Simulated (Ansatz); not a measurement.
# CH5NOSi: basis-set convergence

The task here is to estimate one member of a computed series from the others.

Method: one geometry, several basis sets; program: Ansatz 0.2.0, Gaussian basis.

The runs, in order: PBE0-D4/def2-SVP; ωB97M-V/def2-SVP; PBE0-D4/def2-QZVPP; ωB97M-V/def2-QZVPP; the functionals' def2-TZVPP values are taken from earlier runs.

**The relaxed structure**

An earlier PBE0-D4 in a triple-zeta def2 set relaxation fixed the geometry.

SMILES `CO[Si]N`, 9 atoms, charge 0, spin multiplicity 1.

Atoms are counted from 1 here; the program's logs count them from 0.

Bond lengths: C1–O2 1.408 Å, C1–H5 1.093 Å, C1–H6 1.097 Å, C1–H7 1.093 Å, O2–Si3 1.660 Å, Si3–N4 1.705 Å, N4–H8 1.007 Å, N4–H9 1.010 Å. Angles: O2–C1–H5 109.6°, O2–C1–H6 112.1°, O2–C1–H7 109.6°, H5–C1–H6 108.4°, H5–C1–H7 108.5°, H6–C1–H7 108.4°, C1–O2–Si3 122.8°, O2–Si3–N4 97.4°, Si3–N4–H8 122.1°, Si3–N4–H9 124.6°, H8–N4–H9 113.2°.

The first run:

in.yaml

```yaml
crystal:
  periodic: [false, false, false]
  atoms:
    - {symbol: C, position_ang: [-0.039754, 0.509975, -1.632099]}
    - {symbol: O, position_ang: [0.194524, 0.268279, -0.265428]}
    - {symbol: Si, position_ang: [-0.650007, -0.865998, 0.604230]}
    - {symbol: N, position_ang: [0.126860, -0.617412, 2.101208]}
    - {symbol: H, position_ang: [-0.333492, 1.553216, -1.775211]}
    - {symbol: H, position_ang: [-0.832710, -0.132463, -2.035414]}
    - {symbol: H, position_ang: [0.876383, 0.326266, -2.199606]}
    - {symbol: H, position_ang: [-0.116784, -1.142713, 2.924571]}
    - {symbol: H, position_ang: [0.863479, 0.054350, 2.260648]}
basis:
  gaussian: {orbitals: def2-SVP}
hamiltonian: {xc: pbe0, dispersion: d4}
output: {orbitals: {seedname: orbitals}}
```

Run with:

```console
ansatz run in.yaml --threads 4 --pin off --events-out ev --progress --plain --max-ram 10444MiB
```

Among the steps run: PBE0-D4 in def2-SVP; ωB97M-V in def2-SVP; PBE0-D4 in def2-QZVPP; ωB97M-V in def2-QZVPP.

One table of the session follows, with a row left open; its other results are not shown here.

| functional | basis | HOMO (eV) |
| --- | --- | --- |
| PBE0-D4 | def2-SVP | -6.39 |
| PBE0-D4 | def2-TZVPP | -6.53 |
| PBE0-D4 | def2-QZVPP | -6.59 |
| ωB97M-V | def2-SVP | ? |
| ωB97M-V | def2-TZVPP | -8.69 |
| ωB97M-V | def2-QZVPP | -8.75 |

**Question.** Estimate the row for ωB97M-V, def2-SVP.

The run gave: HOMO (eV): -8.52. In the column «HOMO (eV)» it lies between ωB97M-V, def2-TZVPP (-8.69) and PBE0-D4, def2-QZVPP (-6.59).
